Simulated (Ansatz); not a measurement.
# AlClFH2N: ionisation energy by level of theory

One table from this session's results is given with a row withheld; the runs are named, their logs left out.

Program: Ansatz 0.2.0, Gaussian basis. Level of theory: unrestricted cation, the program's frozen cores in correlated methods. These are calculated values, not measurements.

Plan: UKS PBE-D4/def2-TZVPP; UKS r2SCAN-D4/def2-TZVPP; UKS PBE0-D4/def2-TZVPP; UKS B3LYP-D4/def2-TZVPP; UKS wB97X-V/def2-TZVPP; UKS wB97M-V/def2-TZVPP; UKS B2PLYP/def2-TZVPP; UHF-CCSD(T)/def2-TZVPP; UHF-MP2/def2-QZVPP; extrapolation to the limit; then −ε(HOMO) from the neutral's earlier runs with LDA (SPW92), PBE-D4, revPBE-D4, BLYP-D4, r2SCAN-D4, B97M-V, PBE0-D4, B3LYP-D4, r2SCANh-D4, r2SCAN0-D4, HSE06-D4, BHLYP-D4, CAM-B3LYP-D4, LC-ωPBE, ωB97X-V, ωB97M-V.

**The geometry**

An earlier PBE0-D4 in a triple-zeta def2 set relaxation fixed the geometry.

SMILES `[NH2][Al]([F])[Cl]`, 6 atoms, charge 0, spin multiplicity 1.

Atoms are counted from 1 here; the program's logs count them from 0.

Bond lengths: N1–Al2 1.746 Å, N1–H5 1.006 Å, N1–H6 1.006 Å, Al2–F3 1.641 Å, Al2–Cl4 2.079 Å. Angles: Al2–N1–H5 124.6°, Al2–N1–H6 124.3°, H5–N1–H6 111.1°, N1–Al2–F3 119.8°, N1–Al2–Cl4 121.2°, F3–Al2–Cl4 119.0°.

Coordinates:

```xyz
6
charge 0, multiplicity 1
N    -0.11227    0.98255   -0.02579
Al    0.15251   -0.73908    0.09227
F     1.04175   -1.34550    1.33111
Cl   -0.64114   -2.04937   -1.31360
H     0.24629    1.66149    0.62476
H    -0.64515    1.42602   -0.75494
```

Set-up of the first run:

Input file in.yaml:

```yaml
crystal:
  periodic: [false, false, false]
  atoms:
    - {symbol: N, position_ang: [-0.112271, 0.982553, -0.025794]}
    - {symbol: Al, position_ang: [0.152507, -0.739085, 0.092268]}
    - {symbol: F, position_ang: [1.041755, -1.345498, 1.331111]}
    - {symbol: Cl, position_ang: [-0.641135, -2.049374, -1.313605]}
    - {symbol: H, position_ang: [0.246294, 1.661487, 0.624758]}
    - {symbol: H, position_ang: [-0.645149, 1.426016, -0.754937]}
basis:
  gaussian: {orbitals: def2-TZVPP}
total_charge: 1
magnetization: {spin_polarized: true, initial_magnetization: 1}
hamiltonian: {xc: pbe, dispersion: d4}
```

Steps of the session up to this table: Cation, UKS PBE-D4/def2-TZVPP; Cation, UKS r2SCAN-D4/def2-TZVPP; Cation, UKS PBE0-D4/def2-TZVPP; Cation, UKS B3LYP-D4/def2-TZVPP; Cation, UKS wB97X-V/def2-TZVPP; Cation, UKS wB97M-V/def2-TZVPP; Cation, UKS B2PLYP (frozen core)/def2-TZVPP; Cation, UHF-CCSD(T)/def2-TZVPP; Cation, UHF-MP2/def2-QZVPP.

One table of the session follows, with a row left open; its other results are not shown here.

For comparison, −ε(HOMO) of the neutral from earlier runs:

| functional | −ε(HOMO) (eV) |
| --- | --- |
| LDA (SPW92) | 6.79 |
| PBE-D4 | 6.59 |
| revPBE-D4 | 6.51 |
| BLYP-D4 | 6.45 |
| r2SCAN-D4 | 6.90 |
| B97M-V | 6.92 |
| PBE0-D4 | 8.03 |
| B3LYP-D4 | 7.77 |
| r2SCANh-D4 | 7.44 |
| r2SCAN0-D4 | 8.25 |
| HSE06-D4 | 7.62 |
| BHLYP-D4 | ? |
| CAM-B3LYP-D4 | 9.50 |
| LC-ωPBE | 10.97 |
| ωB97X-V | 10.55 |
| ωB97M-V | 10.43 |

**Question.** Estimate the row for BHLYP-D4.

Worked estimate for «−ε(HOMO) (eV)». Against the share of exact exchange, BLYP-D4 (0, 6.45), B3LYP-D4 (0.2, 7.77) give a slope of 6.60 per unit share; at 0.5 the line stands at 9.75.

As computed: −ε(HOMO) (eV): 9.38. In «−ε(HOMO) (eV)» the line misses by +0.37.

Limits of these values: The cation may have settled in a state other than its lowest; no search over hole states beyond the program's own was made.
